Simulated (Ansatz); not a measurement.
# Alloy of ZnGa2O4 and ZnAl2O4 (4 of 16 Ga sites exchanged), 56 atoms, part 2 of 2

Ansatz 0.2.0, PAW. Earlier steps stand in the parts before.

## (3) HSE06 on the final geometry

File in.yaml:

```yaml
crystal:
  lattice:
    - [8.278291, 0.000000, 0.000000]
    - [0.000000, 8.278291, 0.000000]
    - [0.000000, 0.000000, 8.278291]
  atoms:
    - { symbol: Zn, position: [0.874409, 0.374822, 0.375562] }
    - { symbol: Zn, position: [0.375001, 0.874819, 0.374979] }
    - { symbol: Zn, position: [0.374409, 0.374823, 0.875558] }
    - { symbol: Zn, position: [0.125360, 0.125559, 0.125341] }
    - { symbol: Zn, position: [0.874996, 0.874822, 0.874981] }
    - { symbol: Zn, position: [0.624775, 0.625556, 0.125923] }
    - { symbol: Zn, position: [0.625357, 0.125559, 0.625339] }
    - { symbol: Zn, position: [0.124772, 0.625559, 0.625926] }
    - { symbol: Ga, position: [0.497330, 0.000181, 0.003009] }
    - { symbol: Ga, position: [0.749882, 0.250182, 0.000438] }
    - { symbol: Ga, position: [0.747367, 0.000202, 0.252975] }
    - { symbol: Ga, position: [0.002444, 0.500174, 0.997901] }
    - { symbol: Ga, position: [0.997335, 0.000178, 0.503008] }
    - { symbol: Ga, position: [0.502440, 0.500183, 0.497905] }
    - { symbol: Ga, position: [0.249887, 0.250182, 0.500442] }
    - { symbol: Ga, position: [0.252397, 0.500202, 0.247949] }
    - { symbol: Ga, position: [0.247369, 0.000199, 0.752973] }
    - { symbol: Ga, position: [0.752399, 0.500196, 0.747944] }
    - { symbol: Ga, position: [0.999878, 0.750197, 0.250432] }
    - { symbol: Ga, position: [0.499888, 0.750198, 0.750441] }
    - { symbol: O, position: [0.508453, 0.018779, 0.242003] }
    - { symbol: O, position: [0.732540, 0.240493, 0.241082] }
    - { symbol: O, position: [0.509151, 0.240654, 0.017754] }
    - { symbol: O, position: [0.737073, 0.010123, 0.013191] }
    - { symbol: O, position: [0.012620, 0.510131, 0.237646] }
    - { symbol: O, position: [0.240522, 0.740496, 0.233102] }
    - { symbol: O, position: [0.017198, 0.740649, 0.009712] }
    - { symbol: O, position: [0.241438, 0.518768, 0.009030] }
    - { symbol: O, position: [0.008456, 0.018779, 0.742007] }
    - { symbol: O, position: [0.232537, 0.240495, 0.741083] }
    - { symbol: O, position: [0.009157, 0.240654, 0.517750] }
    - { symbol: O, position: [0.237076, 0.010123, 0.513192] }
    - { symbol: O, position: [0.267228, 0.259896, 0.259815] }
    - { symbol: O, position: [0.491313, 0.481611, 0.258902] }
    - { symbol: O, position: [0.490621, 0.259721, 0.483134] }
    - { symbol: O, position: [0.262698, 0.490251, 0.487720] }
    - { symbol: O, position: [0.512622, 0.510131, 0.737644] }
    - { symbol: O, position: [0.740523, 0.740493, 0.733103] }
    - { symbol: O, position: [0.517198, 0.740654, 0.509716] }
    - { symbol: O, position: [0.741438, 0.518770, 0.509027] }
    - { symbol: O, position: [0.759250, 0.759893, 0.267792] }
    - { symbol: O, position: [0.987146, 0.990257, 0.263263] }
    - { symbol: O, position: [0.982574, 0.759720, 0.491178] }
    - { symbol: O, position: [0.758330, 0.981603, 0.491882] }
    - { symbol: O, position: [0.767231, 0.259891, 0.759812] }
    - { symbol: O, position: [0.991309, 0.481607, 0.758901] }
    - { symbol: O, position: [0.990617, 0.259714, 0.983137] }
    - { symbol: O, position: [0.762695, 0.490247, 0.987717] }
    - { symbol: O, position: [0.259250, 0.759892, 0.767791] }
    - { symbol: O, position: [0.487143, 0.990258, 0.763264] }
    - { symbol: O, position: [0.482575, 0.759719, 0.991179] }
    - { symbol: O, position: [0.258333, 0.981601, 0.991881] }
    - { symbol: Al, position: [0.249887, 0.750183, 0.000444] }
    - { symbol: Al, position: [0.499883, 0.250199, 0.250441] }
    - { symbol: Al, position: [0.749888, 0.750183, 0.500444] }
    - { symbol: Al, position: [0.999883, 0.250194, 0.750437] }
  symmetry: { detect: false }
kpoints:
  mp_grid: { grid: [1, 1, 1], shift: [0.25, 0.25, 0.25] }
hamiltonian:
  xc: hse06
scf:
  occupations: { method: fermi_dirac, width: 0.01 }
output:
  forces: true
  eigenvalues: true
  populations: true
  eigenstates: { kpoints: [[0.25, 0.25, 0.25]], e_range: [-6.0, 6.0], localisation: true }
```

Launch:

```
$ ansatz run in.yaml --threads 2 --pin off --max-ram 20900MiB --runs-dir r --events-out ev --progress --plain --backend cuda --devices 0, --max-vram 18GiB
```

The log of the run:

```text
Pseudopotentials: kind: paw
Functional definition: HSE06
  parameter a = 0.25
  parameter omega = 0.11/bohr
  exchange = pbe_x - a*pbe_x_sr(omega) + a*exact_x_sr(omega)
  correlation = pbe_c
Crystal: 56 atoms, lattice volume = 567.312 Å³
Basis set: ecut = 420 eV, 11067 PW (Γ), exchange–correlation on 120×120×120 points (8 copies of the dense FFT grid, shifted against one another)
Bands: 284, of which v1, the nominal top of the filled ones, is band 228 counted from 1 (227 counted from 0)
Symmetry: 1 space group operations
k-points: 1
Non-local potential: Zn, projectors of the file, l = 0: 2, l = 1: 2, l = 2: 3, l = 3: 1
Non-local potential: Ga, projectors of the file, l = 0: 2, l = 1: 2, l = 2: 3, l = 3: 1
Non-local potential: O, projectors of the file, l = 0: 2, l = 1: 2, l = 2: 1
Non-local potential: Al, projectors of the file, l = 0: 2, l = 1: 2, l = 2: 1
PAW form: soft (Blöchl's): semilocal exchange-correlation on the pseudo side does not see the compensation charge
PAW frozen core: Zn, regenerated for the run's functional, and the local potential with it (the file was generated under x = pbe(κ = 0.804, μ = 0.2195149727645171), c = pbe(β = 0.06672455060314922))
PAW frozen core: Ga, regenerated for the run's functional, and the local potential with it (the file was generated under x = pbe(κ = 0.804, μ = 0.2195149727645171), c = pbe(β = 0.06672455060314922))
PAW frozen core: O, regenerated for the run's functional, and the local potential with it (the file was generated under x = pbe(κ = 0.804, μ = 0.2195149727645171), c = pbe(β = 0.06672455060314922))
PAW frozen core: Al, regenerated for the run's functional, and the local potential with it (the file was generated under x = pbe(κ = 0.804, μ = 0.2195149727645171), c = pbe(β = 0.06672455060314922))
PAW one-centre angular grid: Zn, 590 points (default); XC on 64 Gauss nodes
PAW one-centre angular grid: Ga, 590 points (default); XC on 64 Gauss nodes
PAW one-centre angular grid: O, 110 points (default); XC on 96 Gauss nodes
PAW one-centre angular grid: Al, 110 points (default); XC on 64 Gauss nodes
Initial density: superposition of atomic densities (neutral atoms: chi_scale 0, normalization atom), corrected by the library's trained network
Initial wavefunctions: pseudopotential atomic-orbital guess
Functional: x = pbe(κ = 0.804, μ = 0.2195149727645171), c = pbe(β = 0.06672455060314922), warm-up for x = pbe(κ = 0.804, μ = 0.2195149727645171) + 0.25 (exact − pbe) at short range (hse, ω = 0.20786987370883472 Å⁻¹), c = pbe(β = 0.06672455060314922); HSE06 as pw.x's `hse` composes it (authors' and Libxc's form: `xc: wpbeh`)
SCF iter   1: F=—  HF=-92286.943826 eV  |F-HF|=—  |Δ(HF+E_count)|=         —  Δρ=1.96e-3  dr2=1.10e-2  ethr=1.77e-3  ⟨swp⟩=20.0  Hψ=1518  notcnv=2
preconditioner: auto → none  [insulator: Δε(μ)=4.079 eV  Ē_g=16.582 eV  σ=0.010 eV  W_gap=1.00  n_scr=178 (ndim 8)  ℏωp=33.3 eV  f_vac=0.013  D(μ)=0.00/eV (n_scr^D=0)]
SCF iter   2: F=—  HF=-92286.958572 eV  |F-HF|=—  |Δ(HF+E_count)|=   1.47e-2  Δρ=1.04e-3  dr2=3.20e-3  ethr=2.41e-6  ⟨swp⟩=10.0  Hψ=1165  notcnv=0  defer=10
SCF iter   3: F=-92286.959471 eV  HF=-92286.958774 eV  |F-HF|=6.97e-4  |Δ(HF+E_count)|=   2.02e-4  Δρ=5.02e-4  dr2=4.65e-4  ethr=7.01e-7  ⟨swp⟩=12.0  Hψ=810  notcnv=0  defer=7
SCF 1 stopped early in 3 iterations: F = -92286.959471 eV  dr2 = 4.65e-4
Initial density: handed on by an earlier stage of this run
Initial wavefunctions: those handed on with the density
Functional: x = pbe(κ = 0.804, μ = 0.2195149727645171) + 0.25 (exact − pbe) at short range (hse, ω = 0.20786987370883472 Å⁻¹), c = pbe(β = 0.06672455060314922); HSE06 as pw.x's `hse` composes it (authors' and Libxc's form: `xc: wpbeh`)
Exchange kernel: α = 0.2500, screened, ω = 0.2079 Å⁻¹, Wigner–Seitz truncation, v(0) = 800.0771 eV·Å³, q-mesh 1×1×1, nearest image of the exchange supercell L = 8.28 Å, pair-density grid 40×40×40, without the augmentation charges, whose exchange is taken in its separable form (sized by the pseudopotential files, 60×60×60 at the most)
Frozen-core exchange: fock
SCF iter   1: F=—  HF=-92292.051226 eV  |F-HF|=—  |Δ(HF+E_count)|=         —  Δρ=2.00e-2  dr2=1.07e0  ethr=1.02e-6  ⟨swp⟩=17.0  Hψ=1533  notcnv=0
preconditioner: auto → none  [insulator: Δε(μ)=5.869 eV  Ē_g=19.667 eV  σ=0.010 eV  W_gap=1.00  n_scr=178 (ndim 8)  ℏωp=33.3 eV  f_vac=0.013  D(μ)=0.00/eV (n_scr^D=0)]
SCF iter   2: F=—  HF=-92291.669734 eV  |F-HF|=—  |Δ(HF+E_count)|=   3.81e-1  Δρ=5.12e-3  dr2=9.01e-2  ethr=1.02e-6  ⟨swp⟩=6.0  Hψ=1241  notcnv=0
SCF iter   3: F=—  HF=-92291.884319 eV  |F-HF|=—  |Δ(HF+E_count)|=   2.15e-1  Δρ=5.17e-3  dr2=6.53e-2  ethr=1.02e-6  ⟨swp⟩=7.0  Hψ=1175  notcnv=0  defer=1
SCF iter   4: F=—  HF=-92291.871494 eV  |F-HF|=—  |Δ(HF+E_count)|=   1.28e-2  Δρ=1.76e-3  dr2=6.76e-3  ethr=1.02e-6  ⟨swp⟩=4.0  Hψ=925  notcnv=0
SCF iter   5: F=—  HF=-92291.878731 eV  |F-HF|=—  |Δ(HF+E_count)|=   7.24e-3  Δρ=7.91e-4  dr2=2.32e-3  ethr=1.02e-6  ⟨swp⟩=5.0  Hψ=806  notcnv=0  defer=12
SCF iter   6: F=—  HF=-92291.878006 eV  |F-HF|=—  |Δ(HF+E_count)|=   7.26e-4  Δρ=2.78e-4  dr2=4.86e-4  ethr=4.90e-7  ⟨swp⟩=6.0  Hψ=828  notcnv=0  defer=1
iter 7 solved again at ethr=1.30e-9 eV; its pass at ethr=8.77e-8 eV (dr2=5.92e-6 eV) is discarded
SCF iter   7: F=-92291.877854 eV  HF=-92291.877857 eV  |F-HF|=3.61e-6  |Δ(HF+E_count)|=   1.48e-4  Δρ=3.57e-5  dr2=1.48e-5  ethr=1.30e-9  ⟨swp⟩=4.0  Hψ=1309  notcnv=0
eigensolver tolerance schedule: the retry pair's looser diagonalisation over-reported the residual by 0.21 of it (diagonalisation noise at 0.21 of the residual, at the tolerance the schedule requests for it); recorded, not acted on — ethr = c·dr2/N_el stays at c = 1.0e-1
SCF 2 stopped early in 7 iterations: F = -92291.877854 eV  dr2 = 1.48e-5
  Residual-converged pass: ⟨swp⟩=3.0  Hψ=738  notcnv=0  max |occ|·‖R‖ = 3.9e-6 eV (tolerance 6.7e-6 eV)  dr2=1.47e-5  dr2_onsite=7.75e-7  max |Δocc| = 0.0e0
hybrid outer 1: dexx = +2.634e-1 eV, tail = 6.23e-4 eV
SCF iter   1: F=—  HF=-92291.868754 eV  |F-HF|=—  |Δ(HF+E_count)|=         —  Δρ=5.70e-5  dr2=1.23e-5  ethr=6.83e-7  ⟨swp⟩=18.0  Hψ=755  notcnv=0
preconditioner: auto → none  [insulator: Δε(μ)=5.871 eV  Ē_g=19.540 eV  σ=0.010 eV  W_gap=1.00  n_scr=178 (ndim 8)  ℏωp=33.3 eV  f_vac=0.021  D(μ)=0.00/eV (n_scr^D=0)]
SCF iter   2: F=—  HF=-92291.868778 eV  |F-HF|=—  |Δ(HF+E_count)|=   2.37e-5  Δρ=2.43e-5  dr2=1.86e-6  ethr=2.26e-9  ⟨swp⟩=7.0  Hψ=1043  notcnv=0  defer=2
SCF iter   3: F=—  HF=-92291.868778 eV  |F-HF|=—  |Δ(HF+E_count)|=   1.55e-7  Δρ=9.62e-6  dr2=1.69e-7  ethr=2.99e-10  ⟨swp⟩=5.0  Hψ=621  notcnv=0  defer=2
SCF iter   4: F=-92291.868778 eV  HF=-92291.868778 eV  |F-HF|=8.24e-8  |Δ(HF+E_count)|=   6.57e-7  Δρ=4.33e-6  dr2=7.13e-8  ethr=2.84e-11  ⟨swp⟩=7.0  Hψ=1008  notcnv=0  defer=9
SCF 3 converged in 4 iterations: F = -92291.868778 eV  dr2 = 7.13e-8
  Residual-converged pass: ⟨swp⟩=2.0  Hψ=512  notcnv=0  max |occ|·‖R‖ = 1.4e-6 eV (tolerance 2.4e-6 eV)  dr2=7.14e-8  dr2_onsite=3.11e-8  max |Δocc| = 0.0e0
hybrid outer 2: dexx = +1.148e-5 eV, tail = 3.84e-7 eV, Δε = 2.80e-3 eV (about 8.45e-5 eV left of the loop's levels), ΔF = 3.67e-3 eV/Å (tail 5.22e-4)
NSCF: frozen V_eff on 1 k-points
hybrid SCF converged: 2 outer / 11 inner (+3 warm-up), last move |dexx| = 1.15e-5 eV, tail = 3.84e-7 eV
Stability not checked: this state was not tested for a lower state beside it, because the functional holds exact exchange (a hybrid, or Hartree-Fock), whose exchange loop this test does not read (fock_operator; see scf.lower_state_search)
Free energy (F): -92291.868775 eV
Harris-Foulkes:  -92291.868775 eV  (|F-HF|=8.24e-8)
Internal energy: -92291.868775 eV  (E = F + TS)
E sigma→0 (E₀):  -92291.868775 eV
Fermi energy:    9.684088 eV
--- Per-component energies (eV) ---
  E_band       = -718.467609
  E_kinetic    = 8224.850435
  E_local      = -45735.647890  (includes V_loc(G=0)·N_el)
  E_nonlocal   = 11752.948840
  E_hartree    = 20008.634406
  E_xc         = -3547.185839
  E_vxc        = -3372.069599  (∫ρ·V_xc dr)
  E_exx        = -1563.246866  (= α·E_x^exact, valence–valence)
  E_paw        = -44968.820194  (= ΣΔE_a)
  E_vpaw       = -8479.386368  (= ΣTr[D̂ρ^β])
  E_aug_tail   = 0.075183  (compensation charges beyond the density's cutoff)
  E_ewald      = -36468.916633
  E_core_change = 5.439779  (= ΣΔE_core)
  E_smearing   = -0.000000  (= −TS)
  E_closure    = 0.000004  (closes the sum)
  Σ components = -92291.868775   (vs F -92291.868775, Δ=0.00e0)
--- Forces (eV/Å), atoms counted from 1 ---
  atom   1  Zn    -0.00493453     0.02256956     0.01338115
  atom   2  Zn     0.01322561     0.02282333    -0.00517087
  atom   3  Zn    -0.00494705     0.02262763     0.01377656
  atom   4  Zn     0.00505833    -0.02271103    -0.01352134
  atom   5  Zn     0.01362242     0.02262378    -0.00525753
  atom   6  Zn    -0.01361031    -0.02254141     0.00507112
  atom   7  Zn     0.00502625    -0.02272119    -0.01351631
  atom   8  Zn    -0.01351252    -0.02267172     0.00488198
  atom   9  Ga    -0.02137848     0.00041384     0.02151160
  atom  10  Ga     0.00017929     0.00007648     0.00083448
  atom  11  Ga    -0.02143666    -0.00045185     0.02116325
  atom  12  Ga     0.02118030     0.00039404    -0.02129030
  atom  13  Ga    -0.02168594     0.00051734     0.02137324
  atom  14  Ga     0.02151353     0.00017969    -0.02192792
  atom  15  Ga    -0.00009925     0.00031315     0.00031980
  atom  16  Ga     0.02170339    -0.00035517    -0.02199827
  atom  17  Ga    -0.02167613    -0.00049593     0.02137987
  atom  18  Ga     0.02157131    -0.00003478    -0.02177086
  atom  19  Ga     0.00043266    -0.00017679     0.00098091
  atom  20  Ga    -0.00040238    -0.00015759     0.00056317
  atom  21  O      0.15782347     0.12649874    -0.16300898
  atom  22  O     -0.11544359    -0.15429865    -0.14824747
  atom  23  O      0.15050992    -0.16009266     0.11703910
  atom  24  O     -0.15478899     0.14132107     0.15552799
  atom  25  O      0.15576482     0.14123492    -0.15521734
  atom  26  O     -0.14844516    -0.15460030    -0.11503317
  atom  27  O      0.11653931    -0.15996995     0.15046409
  atom  28  O     -0.16310623     0.12686300     0.15729165
  atom  29  O      0.15763055     0.12624090    -0.16358278
  atom  30  O     -0.11498907    -0.15447536    -0.14833848
  atom  31  O      0.15017461    -0.16040002     0.11746938
  atom  32  O     -0.15463505     0.14128737     0.15541524
  atom  33  O      0.11534316     0.15416498     0.14791808
  atom  34  O     -0.15776955    -0.12677815     0.16299088
  atom  35  O     -0.15076281     0.16025678    -0.11642905
  atom  36  O      0.15462764    -0.14113181    -0.15566810
  atom  37  O      0.15575429     0.14110962    -0.15488524
  atom  38  O     -0.14825713    -0.15439221    -0.11503656
  atom  39  O      0.11685926    -0.16018899     0.15050746
  atom  40  O     -0.16317530     0.12683192     0.15761143
  atom  41  O      0.14788174     0.15431493     0.11514165
  atom  42  O     -0.15557994    -0.14151177     0.15455925
  atom  43  O     -0.11666873     0.16022526    -0.15047536
  atom  44  O      0.16336625    -0.12656942    -0.15782070
  atom  45  O      0.11491024     0.15425440     0.14781038
  atom  46  O     -0.15726441    -0.12675150     0.16280702
  atom  47  O     -0.15053905     0.16072886    -0.11695939
  atom  48  O      0.15495431    -0.14112652    -0.15578676
  atom  49  O      0.14820674     0.15426806     0.11541195
  atom  50  O     -0.15508880    -0.14135212     0.15445375
  atom  51  O     -0.11666716     0.16023419    -0.15055675
  atom  52  O      0.16282678    -0.12634108    -0.15766460
  atom  53  Al     0.00001789     0.00014422     0.00020852
  atom  54  Al     0.00012190    -0.00032940     0.00022793
  atom  55  Al    -0.00002394     0.00033975     0.00028298
  atom  56  Al     0.00011284    -0.00022921     0.00073163
  max |Σ_I F_I| component: 5.66e-5 eV/Å
--- Band table (eV) ---
  k-point 0: bands = ["-13.3493", "-12.9993", "-12.9836", "-12.9659", "-12.5086", "-12.4892", "-12.4610", "-12.1512", "-11.9330", "-11.9255", "-11.9225", "-11.8775", "-11.8595", "-11.8240", "-11.7815", "-11.7652", "-11.7482", "-11.7359", "-11.6872", "-11.6856", "-11.6470", "-11.6360", "-11.6053", "-11.5950", "-11.5563", "-11.5262", "-11.5166", "-11.4548", "-11.4280", "-11.4254", "-11.4015", "-11.3334", "-7.6501", "-7.6495", "-7.6088", "-7.5989", "-7.5900", "-7.5849", "-7.5728", "-7.5682", "-7.5658", "-7.5599", "-7.5272", "-7.5199", "-7.5167", "-7.5144", "-7.4984", "-7.4938", "-7.4932", "-7.4908", "-7.4902", "-7.4865", "-7.4710", "-7.4643", "-7.4403", "-7.4392", "-7.4355", "-7.4307", "-7.4265", "-7.4261", "-7.4183", "-7.4109", "-7.4077", "-7.4075", "-7.3932", "-7.3917", "-7.3874", "-7.3851", "-7.3739", "-7.3713", "-7.3689", "-7.3645", "-7.3426", "-7.3407", "-7.3321", "-7.3287", "-7.3160", "-7.3124", "-7.2754", "-7.2633", "-7.2334", "-7.2024", "-7.0970", "-7.0569", "-7.0418", "-7.0338", "-6.9640", "-6.9343", "-6.8279", "-6.8207", "-6.8045", "-6.7954", "0.2976", "0.3481", "0.3751", "0.3781", "0.4118", "0.4286", "0.4327", "0.4478", "0.5329", "0.5720", "0.5860", "0.6579", "0.6590", "0.7728", "0.7872", "0.7964", "0.8037", "1.0079", "1.0297", "1.0560", "1.0744", "1.0891", "1.2738", "1.2796", "1.2871", "1.3245", "1.3333", "1.3466", "1.4528", "1.4536", "1.4624", "1.4642", "1.4719", "1.5202", "1.5249", "1.5376", "1.5455", "1.5732", "1.6262", "1.6284", "1.6320", "1.7128", "1.7586", "1.7613", "1.7614", "1.7795", "1.8673", "1.9611", "2.1256", "2.1361", "2.1674", "2.1816", "2.1922", "2.2405", "2.2511", "2.2529", "2.2810", "2.6402", "2.6662", "2.7456", "2.7498", "2.7730", "2.8211", "2.8567", "2.8873", "2.9824", "3.1200", "3.1883", "3.3663", "3.4601", "3.4707", "3.6657", "3.6662", "3.6833", "3.6924", "3.7698", "3.7791", "3.8591", "4.0579", "4.1311", "4.1916", "4.1977", "4.2004", "4.2408", "4.2613", "4.2963", "4.5381", "4.5716", "4.6138", "4.6575", "4.6794", "4.8142", "4.9887", "5.0460", "5.1217", "5.1532", "5.2193", "5.2224", "5.2545", "5.2788", "5.2811", "5.3238", "5.4362", "5.4714", "5.5105", "5.6053", "5.6147", "5.6345", "5.7202", "5.7818", "5.8047", "5.8187", "5.8433", "5.8651", "5.9086", "6.0285", "6.0650", "6.1117", "6.1746", "6.2156", "6.2368", "6.2640", "6.2643", "6.3183", "6.3220", "6.3785", "6.4199", "6.4304", "6.4378", "6.5245", "6.5330", "6.6435", "6.6525", "6.6677", "6.7160", "6.7485", "12.6193", "14.2551", "14.3966", "14.5977", "15.3201", "15.3317", "15.3564", "15.4951", "15.5508", "15.6097", "15.6941", "15.8338", "16.1450", "16.4970", "16.5595", "16.5996", "16.6051", "16.7368", "16.7931", "16.8101", "17.0296", "17.1264", "17.2883", "17.3100", "17.3427", "17.4426", "17.8134", "17.9241", "18.1099", "18.3886", "18.4768", "18.5972", "18.6319", "18.7309", "19.1622", "19.4501", "19.5372", "19.5672", "19.5722", "19.6602", "19.7396", "19.8508", "19.8651", "19.9027", "20.1195", "20.2259", "20.2797", "20.3952", "20.4892", "20.5698", "20.6631", "20.7630", "20.7753", "20.7793", "20.7817", "20.8112"]
--- Löwdin populations: 56 sites ---
  site symbol       q [e]
     0     Zn     10.4530
     1     Zn     10.4530
     2     Zn     10.4530
     3     Zn     10.4530
     4     Zn     10.4530
     5     Zn     10.4530
     6     Zn     10.4530
     7     Zn     10.4530
     8     Ga     11.9641
     9     Ga     11.9582
    10     Ga     11.9604
    11     Ga     11.9641
    12     Ga     11.9641
    13     Ga     11.9641
    14     Ga     11.9582
    15     Ga     11.9604
    16     Ga     11.9604
    17     Ga     11.9604
    18     Ga     11.9582
    19     Ga     11.9582
    20      O      6.8671
    21      O      6.8687
    22      O      6.8683
    23      O      6.8333
    24      O      6.8333
    25      O      6.8687
    26      O      6.8683
    27      O      6.8671
    28      O      6.8671
    29      O      6.8687
    30      O      6.8683
    31      O      6.8333
    32      O      6.8687
    33      O      6.8671
    34      O      6.8683
    35      O      6.8333
    36      O      6.8333
    37      O      6.8687
    38      O      6.8683
    39      O      6.8671
    40      O      6.8687
    41      O      6.8333
    42      O      6.8683
    43      O      6.8671
    44      O      6.8687
    45      O      6.8671
    46      O      6.8683
    47      O      6.8333
    48      O      6.8687
    49      O      6.8333
    50      O      6.8683
    51      O      6.8671
    52     Al      1.7375
    53     Al      1.7375
    54     Al      1.7375
    55     Al      1.7375
  spilling = 0.005252 (of n_electrons = 456.000000)
```

Wall time 40 s (1 × NVIDIA H100 80GB HBM3 with 2 threads of AMD EPYC 7R13, shared host); peak host memory 2.2 GiB.

Top filled level 6.749 eV, lowest empty level 12.619 eV: 5.87 eV apart at the single k point (¼, ¼, ¼).

The states next to the gap (eigenstates.tsv), from the top filled level:

| level (eV) | spin | filling | atoms sharing it | main element | its share | largest atom |
| --- | --- | --- | --- | --- | --- | --- |
| -0.22 | both | 2.00 | 34.0 | O | 0.84 | – |
| -0.22 | both | 2.00 | 32.5 | O | 0.85 | – |
| -0.11 | both | 2.00 | 40.2 | O | 0.85 | – |
| -0.10 | both | 2.00 | 41.0 | O | 0.85 | – |
| -0.08 | both | 2.00 | 38.9 | O | 0.86 | – |
| -0.03 | both | 2.00 | 39.7 | O | 0.87 | – |
| 0.00 | both | 2.00 | 39.0 | O | 0.87 | – |
| 5.87 | both | 0.00 | 53.0 | O | 0.58 | – |

The largest force by HSE06 is 0.26 eV/Å, on O25: the geometry is not this level's minimum.

## (4) Outcome

The summary covers parts 1 to 2. Changes of volume or cell count from the first structure of part 1.

| level | time | top filled to lowest empty (eV) |
| --- | --- | --- |
| PBEsol, relaxation | 37 s (GPU) | 3.99 |
| HSE06 | 40 s (GPU) | 5.87 |

| quantity | value |
| --- | --- |
| relaxation | 6 recorded steps, 0.90 eV gained |
| largest shift | 0.10 Å (O44) |
| relaxed cell | a = 8.278 Å, b = 8.278 Å, c = 8.278 Å, α = 90.00°, β = 90.00°, γ = 90.00° |
| mean bonds | Al–O 1.926, Ga–O 1.993, O–Zn 1.965 Å |

**What this shows.** The relaxation lowers the energy by 0.90 eV; the largest shift is 0.10 Å (O44), while the volume changes by +0.0 %. The mean lengths of the listed bonds run from Al–O 1.93 Å to Ga–O 1.99 Å. At the same k points, PBEsol gives a spacing 1.88 eV smaller than the 5.87 eV of HSE06. With one k point the spacing samples only the states that fold onto it, so it can exceed the gap over the zone.
